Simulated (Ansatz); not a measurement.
**CH3FN2Si: a ladder of functionals and wavefunction methods**

The task here is to estimate one member of a computed series from the others.

Method: functionals in def2-TZVPP, the program's frozen cores in correlated methods; program: Ansatz 0.2.0, Gaussian basis.

Plan: LDA (SPW92), PBE-D4, revPBE-D4, BLYP-D4, r2SCAN-D4, B97M-V, PBE0-D4, B3LYP-D4, r2SCANh-D4, r2SCAN0-D4, HSE06-D4, BHLYP-D4, CAM-B3LYP-D4, LC-ωPBE, ωB97X-V, ωB97M-V, B2PLYP, PBE-QIDH; CCSD(T)/def2-SVP; CCSD(T)/def2-TZVPP; MP2/def2-QZVPP; extrapolation to the limit; RPA on PBE.

## The geometry

All runs share one geometry, relaxed beforehand with PBE0-D4 in a triple-zeta def2 set.

SMILES `N[Si]1(F)C=N1`, 8 atoms, charge 0, spin multiplicity 1.

Atoms are counted from 1 here; the program's logs count them from 0.

Bond lengths: N1–Si2 1.678 Å, N1–H6 1.004 Å, N1–H7 1.004 Å, Si2–F3 1.585 Å, Si2–C4 1.745 Å, Si2–N5 1.736 Å, C4–N5 1.307 Å, C4–H8 1.094 Å. Angles: Si2–N1–H6 123.3°, Si2–N1–H7 122.5°, H6–N1–H7 114.1°, N1–Si2–F3 105.7°, N1–Si2–C4 128.7°, N1–Si2–N5 124.2°, F3–Si2–C4 122.7°, F3–Si2–N5 119.4°, C4–Si2–N5 44.1°, Si2–C4–N5 67.6°, Si2–C4–H8 166.5°, N5–C4–H8 125.9°, Si2–N5–C4 68.3°.

The first run:

File in.yaml:

```yaml
crystal:
  periodic: [false, false, false]
  atoms:
    - {symbol: N, position_ang: [1.129717, 0.718067, 0.647269]}
    - {symbol: Si, position_ang: [-0.202512, 0.277147, -0.271873]}
    - {symbol: F, position_ang: [-0.795948, 1.630986, -0.843758]}
    - {symbol: C, position_ang: [-1.118513, -1.207651, -0.224594]}
    - {symbol: N, position_ang: [-0.289118, -1.165220, -1.233259]}
    - {symbol: H, position_ang: [1.728134, 0.054434, 1.105215]}
    - {symbol: H, position_ang: [1.427005, 1.672694, 0.743264]}
    - {symbol: H, position_ang: [-1.786567, -2.037556, 0.021936]}
basis:
  gaussian: {orbitals: def2-TZVPP}
hamiltonian: {xc: lda}
output: {orbitals: {seedname: orbitals}}
```

Command:

```console
$ ansatz run in.yaml --threads 2 --pin off --events-out ev --progress --plain --max-ram 4352MiB
```

Steps of the session up to this table: LDA; PBE-D4 (GGA); revPBE-D4 (GGA); BLYP-D4 (GGA); r2SCAN-D4 (meta-GGA); B97M-V (meta-GGA); B3LYP-D4 (hybrid); r2SCANh-D4 (hybrid); r2SCAN0-D4 (hybrid); HSE06-D4 (hybrid); BHLYP-D4 (hybrid); CAM-B3LYP-D4 (range-separated); LC-ωPBE (range-separated); ωB97X-V (range-separated); ωB97M-V (range-separated); B2PLYP (double hybrid); PBE-QIDH (double hybrid).

One table of the session follows, with a row left open; its other results are not shown here.

It belongs to the step «Orbital energies across the functionals». 

| functional | HOMO (eV) | gap (eV) |
| --- | --- | --- |
| LDA (SPW92) | -5.22 | 2.94 |
| PBE-D4 | -5.07 | 3.06 |
| revPBE-D4 | -5.00 | 3.11 |
| BLYP-D4 | ? | ? |
| r2SCAN-D4 | -5.29 | 3.52 |
| B97M-V | -5.36 | 3.75 |
| PBE0-D4 | -6.40 | 5.58 |
| B3LYP-D4 | -6.20 | 5.13 |
| r2SCANh-D4 | -5.79 | 4.46 |
| r2SCAN0-D4 | -6.56 | 5.86 |
| HSE06-D4 | -6.00 | 4.79 |
| BHLYP-D4 | -7.69 | 8.14 |
| CAM-B3LYP-D4 | -7.81 | 8.24 |
| LC-ωPBE | -9.13 | 10.81 |
| ωB97X-V | -8.78 | 10.38 |
| ωB97M-V | -8.66 | 10.18 |

**Question.** Estimate the row for BLYP-D4.

Worked estimate for «HOMO (eV)». Against the share of exact exchange, B3LYP-D4 (0.2, -6.20), BHLYP-D4 (0.5, -7.69) give a slope of -4.97 per unit share; at 0 the line stands at -5.21.

As computed: HOMO (eV): -4.96; gap (eV): 3.12. In «HOMO (eV)» the line misses by -0.25.
